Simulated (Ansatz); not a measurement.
# Sc2Cd: the cost of one run

Program: Ansatz 0.2.0. Level of theory: DFT PBE, scalar-relativistic, plane waves, PAW. These are calculated values, not measurements.

1 further run of the same task is left out (it didn't finish).

## Step 1: The system as given

The structure is cubic, space group Fm-3m (No. 225). The conventional cell has a = 6.254 Å, b = 6.254 Å, c = 6.254 Å, α = 90.00°, β = 90.00°, γ = 90.00°. Sc (site symmetry -43m) is surrounded by 4 Cd at 2.71 Å. Cd (site symmetry m-3m) is surrounded by 8 Sc at 2.71 Å.

Coordinates:

```
CELL_PARAMETERS angstrom
0.00000 3.12708 3.12708
3.12708 0.00000 3.12708
3.12708 3.12708 0.00000
ATOMIC_POSITIONS crystal
Sc 0.25000 0.25000 0.25000
Sc 0.75000 0.75000 0.75000
Cd 0.00000 0.00000 0.00000
```

(A quick probe on a coarse mesh, which set the mesh and smearing, is not shown.)

## Step 3: Rough relaxation on the coarse mesh

File input.yaml:

```yaml
crystal:
  lattice:
    - [0.0, 3.127084143, 3.127084143]
    - [3.127084143, 0.0, 3.127084143]
    - [3.127084143, 3.127084143, 0.0]
  atoms:
    - { symbol: Sc, position: [0.25, 0.25, 0.25] }
    - { symbol: Sc, position: [0.75, 0.75, 0.75] }
    - { symbol: Cd, position: [0.0, 0.0, 0.0] }
basis:
  ecutwfc: 420
kpoints:
  mp_grid: { grid: [6, 6, 6] }
hamiltonian:
  xc: pbe
scf:
  occupations: { method: gaussian, width: 0.1 }
  lower_state_search: "off"
output:
  forces: true
  stress: true
  eigenvalues: true
relax:
  adjacent_minimum: "off"
  f_tol: 0.04
  max_steps: 70
  cell: { stress_tol: 0.4 }
```

The run is started by

```sh
> ansatz run input.yaml --threads 1 --pin off --max-ram 2560MiB --backend cpu --events-out ev --progress --plain --runs-dir out
```

What time and memory should one allow on 1 thread of Arm Neoverse V1, shared host?

About 16 s, with a peak of 0.36 GiB.
